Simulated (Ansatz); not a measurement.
# CH5InOS2: the cost of one run

The runs use Ansatz 0.2.0, Gaussian basis; the settings change from run to run.

### 1 The geometry

The structure was relaxed beforehand with PBE0-D4 in a triple-zeta def2 set. In takes a core potential in def2 sets; no spin-orbit term is included.

10 atoms, charge 0, spin multiplicity 1.

Atoms are counted from 1 here; the program's logs count them from 0.

Bond lengths: C1–O2 1.402 Å, C1–H6 1.099 Å, C1–H7 1.095 Å, C1–H8 1.099 Å, O2–In3 1.981 Å, In3–S4 2.360 Å, In3–S5 2.372 Å, S4–H9 1.345 Å, S5–H10 1.345 Å. Angles: O2–C1–H6 112.9°, O2–C1–H7 108.4°, O2–C1–H8 112.8°, H6–C1–H7 107.3°, H6–C1–H8 107.8°, H7–C1–H8 107.3°, C1–O2–In3 121.8°, O2–In3–S4 115.1°, O2–In3–S5 118.4°, S4–In3–S5 126.5°, In3–S4–H9 91.5°, In3–S5–H10 92.0°.

### 2 B97/def2-TZVP

This run has unrestricted orbitals, coordinates scaled by 1.05, relativity set to scalar, high accuracy.

Contents of in.yaml:

```yaml
crystal:
  periodic: [false, false, false]
  atoms:
    - {symbol: C, position_ang: [-0.012401, 1.025001, 1.427032]}
    - {symbol: O, position_ang: [-0.177329, -0.363546, 0.965536]}
    - {symbol: In, position_ang: [-0.012400, -0.877883, -1.043551]}
    - {symbol: S, position_ang: [-0.333702, -3.284195, -1.542846]}
    - {symbol: S, position_ang: [0.480792, 0.924254, -2.690228]}
    - {symbol: H, position_ang: [1.031411, 1.456245, 1.188575]}
    - {symbol: H, position_ang: [-0.137714, 1.045810, 2.569868]}
    - {symbol: H, position_ang: [-0.800414, 1.741407, 0.982097]}
    - {symbol: H, position_ang: [-0.549284, -3.576134, -0.177843]}
    - {symbol: H, position_ang: [0.511041, 1.909063, -1.678641]}
basis:
  gaussian: {orbitals: def2-TZVP}
magnetization: {spin_polarized: true, initial_magnetization: 0}
hamiltonian: {xc: {name: B97}, pseudopotentials: {relativity: scalar}}
accuracy: high
output: {forces: true}
```

The run is started by

```bash
$ ansatz run in.yaml --threads 4 --pin off --events-out ev --progress --plain --max-ram 10444MiB
```

What time and memory should one allow on 4 threads of Arm Neoverse V1, shared host?

About 68 s, with a peak of 2.4 GiB.
